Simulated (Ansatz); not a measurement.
Runs of Ansatz 0.2.0 on In2H. The cell holds a sheet with vacuum, 3 atoms: a = 4.956 Å, b = 4.956 Å, c = 25.487 Å, α = 90.00°, β = 90.00°, γ = 120.00°. The cell was built by a generator and needn't be a form met in nature.

| task | level | cutoff (eV) | basis error allowed | gap on the mesh (eV) | work function (eV) |
| --- | --- | --- | --- | --- | --- |
| single point | PBE | 227 | 0.002 eV/atom | none | 3.93 |
| single point | LDA | 227 | 0.002 eV/atom | none | (a) |
| single point | PBEsol | 227 | 0.002 eV/atom | none | 4.02 |
| projected density of states | PBE | 227 | 0.002 eV/atom | - | 3.93 |
| single point | PBE | 245 | 0.001 eV/atom | none | 3.93 |

Alike in all rows: potentials or basis all-electron LAPW, scalar-relativistic; no spin polarisation; cell as given; k mesh 6 × 6 × 1; smearing fermi-dirac 0.05 eV.

Q: Fill in the values left out.

A: (a) 4.24.

Caveats: spin-orbit coupling is left out, which moves the levels of the heavy elements (some runs); the density of states is complete only up to the lowest level of the last band computed (some runs).

A k mesh can miss the band edges, and the runs leave out spin-orbit coupling on In.

A gap of «none» marks a metal or a gap under the smearing width.
